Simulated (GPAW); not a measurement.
Something may be wrong with this GPAW 26.7.0 calculation of BiTe.

run.py

```python
from ase import Atoms
from ase.dft.bandgap import bandgap
from ase.io import write
from gpaw import GPAW, PW
from gpaw.response.df import DielectricFunction

atoms = Atoms(['Bi', 'Te'],
              cell=[[0.0, 3.235, 3.235],
                    [3.235, 0.0, 3.235],
                    [3.235, 3.235, 0.0]],
              scaled_positions=[[0.0, 0.0, 0.0],
                                [0.5, 0.5, 0.5]],
              pbc=True)

calc = GPAW(mode=PW(500),
            xc='MGGA_X_R2SCAN+MGGA_C_R2SCAN',
            kpts={'size': (4, 4, 4), 'gamma': True},
            occupations={'name': 'fermi-dirac', 'width': 0.05},
            setups={'Te': '16'},
            nbands=-10,
            convergence={'density': 1e-06},
            maxiter=100,
            txt='gpaw.txt')
atoms.calc = calc
energy = atoms.get_potential_energy()
calc.write('gs.gpw')
write('result.traj', atoms)
print(f'Energy: {energy:.6f} eV')
print('Fermi level:', round(calc.get_fermi_level(), 4), 'eV')
print(f'Gap: {bandgap(calc)[0]:.4f} eV, direct: {bandgap(calc, direct=True)[0]:.4f} eV')

dense = calc.fixed_density(kpts={'size': (5, 5, 5), 'gamma': True},
                           nbands=38, convergence={'bands': 32, 'eigenstates': 1e-7},
                           update_fermi_level=True, txt='dense.txt')
dense.write('dense.gpw', mode='all')

df = DielectricFunction('dense.gpw', frequencies={'type': 'nonlinear', 'domega0': 0.05, 'omega2': 10},
                        eta=0.1, ecut=50, nbands=44, rate='eta', txt='df.txt')
for direction in ['x']:
    df.get_dielectric_function(xc='RPA', direction=direction, filename=f'df_{direction}.csv')
```

Potentials or basis: GPAW PAW data sets (gpaw-data 1.2.1), other valence, pw.

Run with:

```sh
$ OMP_NUM_THREADS=1 python run.py
```

gpaw.txt:

```text
__  _  _
 | _ |_)|_||  |
 |__||  | ||/\| - 26.7.0

Input parameters:
  mode=PW(ecut=500.0),
  convergence={'density': 1e-06},
  kpts=MonkhorstPack(size=(4, 4, 4), gamma=True),
  maxiter=100,
  nbands=-10,
[... 254 lines left out ...]
|         16 |         8.646 |     0.000 |
|         17 |         8.646 |     0.000 |
|         18 |        11.180 |     0.000 |
|         19 |        11.180 |     0.000 |
|         20 |        11.180 |     0.000 |
|         21 |        13.057 |     0.000 |
|         22 |        13.057 |     0.000 |
|        ... |               |           |
|         24 |        13.496 |     0.000 |

No gap
No difference between direct/indirect transitions
# Writing to gs.gpw (mode='')
```

On the terminal:

```text
Energy: -40.217808 eV
Fermi level: 6.34 eV
Gap: 0.0000 eV, direct: 0.0000 eV
AssertionError: (44, 38)
```

Question: How did it end, and where is the flaw?

Answer: The program refused the input. The input holds a flaw that was put in on purpose: more bands asked than the ground state holds.
